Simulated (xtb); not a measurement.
# C8H16 (2,4,4-trimethyl-2-pentene): GFN1-xTB

We compute a structure relaxation of C8H16 (2,4,4-trimethyl-2-pentene). 

Program for the calculation: xtb 6.7.1 later snapshot.

1 further run of the same task is left out (set aside as unsound or not needed).

### Step 1. The structure to begin with

C8H16 has 24 atoms, charge 0, and is taken as a singlet. SMILES: `CC(C)=CC(C)(C)C`. All atoms were displaced at random from a relaxed shape. The run starts from this shape.

Some bond lengths: C1–C2 1.517 Å, C2–C3 1.514 Å, C2–C4 1.351 Å, C4–C5 1.447 Å, C5–C6 1.477 Å, C5–C7 1.600 Å, C5–C8 1.620 Å, C1–H9 1.193 Å, C1–H10 0.894 Å, C1–H11 1.080 Å, C3–H12 1.237 Å, C3–H13 1.018 Å, C3–H14 0.971 Å, C4–H15 1.043 Å, C6–H16 1.110 Å, C6–H17 1.178 Å. Some angles: C1–C2–C3 113.0°, C1–C2–C4 124.4°, C3–C2–C4 120.9°, C2–C4–C5 134.6°, C4–C5–C6 116.3°, C4–C5–C7 111.0°, C4–C5–C8 105.6°, C6–C5–C7 113.7°, C6–C5–C8 108.1°, C7–C5–C8 100.6°.

### Step 2. A structure relaxation at GFN1-xTB

input.inp

```
$opt
   hessian=swart
$end
```

input.xyz

```xyz
24
C8H16
C     -0.20409000    -2.07842000    -0.85984000
C      0.89163000    -1.23196000    -0.24073000
C      2.26662000    -1.84960000    -0.37805000
C      0.74583000     0.06250000     0.11725000
C     -0.38788000     0.93343000     0.34219000
C     -1.43373000     0.42454000     1.25267000
C      0.09200000     2.42200000     0.68176000
C     -1.05838000     1.16236000    -1.11429000
H     -1.31990000    -1.71723000    -0.64045000
H     -0.18600000    -2.22447000    -1.74185000
H     -0.14481000    -3.03597000    -0.36444000
H      2.17661000    -2.70812000     0.50804000
H      3.01070000    -1.25565000    -0.01778000
H      2.43995000    -2.33141000    -1.20355000
H      1.64296000     0.47212000     0.45781000
H     -2.18823000     1.23043000     1.36564000
H     -0.85367000     0.44597000     2.27772000
H     -1.87621000    -0.52631000     1.04518000
H     -0.74573000     3.15939000     0.88339000
H      0.68943000     2.82028000     0.00026000
H      0.53847000     2.31313000     1.71246000
H     -0.40340000     1.55150000    -1.80090000
H     -1.55794000     0.23338000    -1.47691000
H     -1.98511000     1.91683000    -1.03527000
```

Launch:

```bash
xtb input.xyz --gfn 1 --opt tight --input input.inp > run.log
```

Q: Predict the results. Wanted: total energy at the end; dipole moment; HOMO energy; LUMO energy; HOMO–LUMO gap; dispersion energy.

**Answer.** As computed:

Level: GFN1-xTB.

```
               quantity          value
total energy at the end   -25.54927 Eh
          dipole moment         0.45 D
            HOMO energy      -11.26 eV
            LUMO energy       -6.24 eV
          HOMO–LUMO gap        5.02 eV
      dispersion energy  -28.55 kJ/mol
```

What this shows: At the final geometry: Some bond lengths: C1–C2 1.506 Å, C2–C3 1.510 Å, C2–C4 1.332 Å, C4–C5 1.520 Å, C5–C6 1.539 Å, C5–C7 1.539 Å, C5–C8 1.538 Å, C1–H9 1.087 Å, C1–H10 1.093 Å, C1–H11 1.092 Å, C3–H12 1.092 Å, C3–H13 1.090 Å, C3–H14 1.092 Å, C4–H15 1.088 Å, C6–H16 1.091 Å, C6–H17 1.090 Å. Some angles: C1–C2–C3 112.9°, C1–C2–C4 127.3°, C3–C2–C4 119.8°, C2–C4–C5 130.1°, C4–C5–C6 110.8°, C4–C5–C7 108.2°, C4–C5–C8 111.3°, C6–C5–C7 108.0°, C6–C5–C8 110.4°, C7–C5–C8 107.9°. The optimisation took 35 steps and changed the energy by -3.216 eV. Mulliken charges run from -0.10 on C7 to +0.04 on C5.
